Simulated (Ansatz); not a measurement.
## GeCN2 in Ansatz: the effect of functional

The system is GeCN2.

```
CELL_PARAMETERS angstrom
1.80567 1.04250 4.95455
-1.80567 1.04250 4.95455
0.00000 -2.08501 4.95455
ATOMIC_POSITIONS crystal
Ge 0.00000 0.00000 0.00000
N 0.58390 0.58390 0.58390
N 0.41610 0.41610 0.41610
C 0.50000 0.50000 0.50000
```

The cell comes from a database or a generator and needn't be the stable form of this composition.

The cell isn't the ideal one: volume scaled by 1.02.

Alike in all runs:

| Item | Value |
| --- | --- |
| Program | Ansatz 0.2.0 |
| Task | single point |
| Potentials or basis | Ansatz PAW |
| k mesh | 9 × 9 × 9 |
| Occupations | fermi-dirac, width 0.05 eV |
| Spin | no spin polarisation |

```csv
functional,cutoff,gap on the mesh (eV),pressure (GPa),largest force (eV/Å)
LDA,420 eV (not typed: the program's choice for these potentials),1.01,-8.9,0.88
PBEsol,420 eV (not typed: the program's choice for these potentials),?,?,?
r2SCAN,500 eV (not typed: the program's choice for these potentials),1.25,-5.7,1.04
```

Problem. What does the run with functional PBEsol give?

Solution. gap on the mesh 1.05 eV; pressure -5.7 GPa; largest force 0.49 eV/Å.

Caveats: odd divisions of the mesh miss points on the zone boundary, where band edges often lie, so the gap on the mesh can be too wide; the PAW data sets come from PBE, with cores solved anew for the run's functional, which leaves a small shift of forces and pressure; forces of over 1 eV/Å show positions far from the minimum, so gaps and moduli don't describe the material at rest (some runs).

A k mesh can miss the band edges.

Runs at the PBE level aren't shown here.
